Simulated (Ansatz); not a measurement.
**Tin tetrachloride (SnCl₄): up Jacob's ladder to CCSD(T)**

The task here is to estimate one member of a computed series from the others.

The runs use Ansatz 0.2.0, Gaussian basis; functionals in def2-TZVPP, the program's frozen cores in correlated methods.

Levels to be run: LDA (SPW92), PBE-D4, revPBE-D4, BLYP-D4, r2SCAN-D4, B97M-V, PBE0-D4, B3LYP-D4, r2SCANh-D4, r2SCAN0-D4, HSE06-D4, BHLYP-D4, CAM-B3LYP-D4, LC-ωPBE, ωB97X-V, ωB97M-V, B2PLYP, PBE-QIDH; CCSD(T)/def2-SVP; CCSD(T)/def2-TZVPP; CCSD(T)/def2-QZVPP; extrapolation to the limit; RPA on PBE.

3 further runs of the same task are left out: 3 that didn't finish.

### The geometry

An earlier PBE0-D4 in a triple-zeta def2 set relaxation fixed the geometry. Sn takes the def2 core potential; no spin-orbit term is included.

SMILES `[Cl][Sn]([Cl])([Cl])[Cl]`, 5 atoms, charge 0, spin multiplicity 1.

Atoms are counted from 1 here; the program's logs count them from 0.

Bond lengths: Cl1–Sn2 2.288 Å, Sn2–Cl3 2.288 Å, Sn2–Cl4 2.288 Å, Sn2–Cl5 2.288 Å. Angles: Cl1–Sn2–Cl3 109.5°, Cl1–Sn2–Cl4 109.5°, Cl1–Sn2–Cl5 109.5°, Cl3–Sn2–Cl4 109.5°, Cl3–Sn2–Cl5 109.5°, Cl4–Sn2–Cl5 109.5°.

Set-up of the first run:

Input file in.yaml:

```yaml
crystal:
  periodic: [false, false, false]
  atoms:
    - {symbol: Cl, position_ang: [-1.086114, -0.176429, 1.993040]}
    - {symbol: Sn, position_ang: [0.009980, -0.014739, -0.008280]}
    - {symbol: Cl, position_ang: [1.909029, -1.288394, 0.057374]}
    - {symbol: Cl, position_ang: [-1.352422, -0.763152, -1.686551]}
    - {symbol: Cl, position_ang: [0.569429, 2.169016, -0.396983]}
basis:
  gaussian: {orbitals: def2-TZVPP}
hamiltonian: {xc: lda}
output: {orbitals: {seedname: orbitals}}
```

The run is started by

```console
$ ansatz run in.yaml --threads 2 --pin off --events-out ev --progress --plain --max-ram 32768MiB --backend cpu
```

Among the steps run: LDA; PBE-D4 (GGA); revPBE-D4 (GGA); BLYP-D4 (GGA); r2SCAN-D4 (meta-GGA); B97M-V (meta-GGA); B3LYP-D4 (hybrid); r2SCANh-D4 (hybrid); r2SCAN0-D4 (hybrid); HSE06-D4 (hybrid); BHLYP-D4 (hybrid); CAM-B3LYP-D4 (range-separated); LC-ωPBE (range-separated); ωB97X-V (range-separated); ωB97M-V (range-separated); B2PLYP (double hybrid); PBE-QIDH (double hybrid).

One of the session's tables, all rows but one given; the rest of the session is left out.

It belongs to the step «Orbital energies across the functionals». 

```
  functional  HOMO (eV)  LUMO (eV)  gap (eV)
 LDA (SPW92)      -8.46      -4.39      4.07
      PBE-D4      -8.31      -4.07      4.24
   revPBE-D4      -8.25      -3.96      4.29
     BLYP-D4      -8.12      -3.99      4.13
   r2SCAN-D4          ?          ?         ?
      B97M-V      -8.79      -3.78      5.01
     PBE0-D4      -9.78      -3.19      6.59
    B3LYP-D4      -9.46      -3.47      5.99
  r2SCANh-D4      -9.24      -3.60      5.64
  r2SCAN0-D4     -10.04      -3.10      6.93
    HSE06-D4      -9.37      -3.56      5.81
    BHLYP-D4     -11.07      -2.20      8.87
CAM-B3LYP-D4     -11.15      -2.18      8.97
     LC-ωPBE     -12.65      -0.96     11.69
     ωB97X-V     -12.24      -1.06     11.18
     ωB97M-V     -12.05      -1.12     10.93
```

Estimate the missing values for r2SCAN-D4.

Worked estimate for «HOMO (eV)». Against the share of exact exchange, r2SCANh-D4 (0.1, -9.24), r2SCAN0-D4 (0.25, -10.04) give a slope of -5.33 per unit share; at 0 the line stands at -8.71.

As computed: HOMO (eV): -8.71; LUMO (eV): -3.93; gap (eV): 4.79. In «HOMO (eV)» the line misses by 0.00.
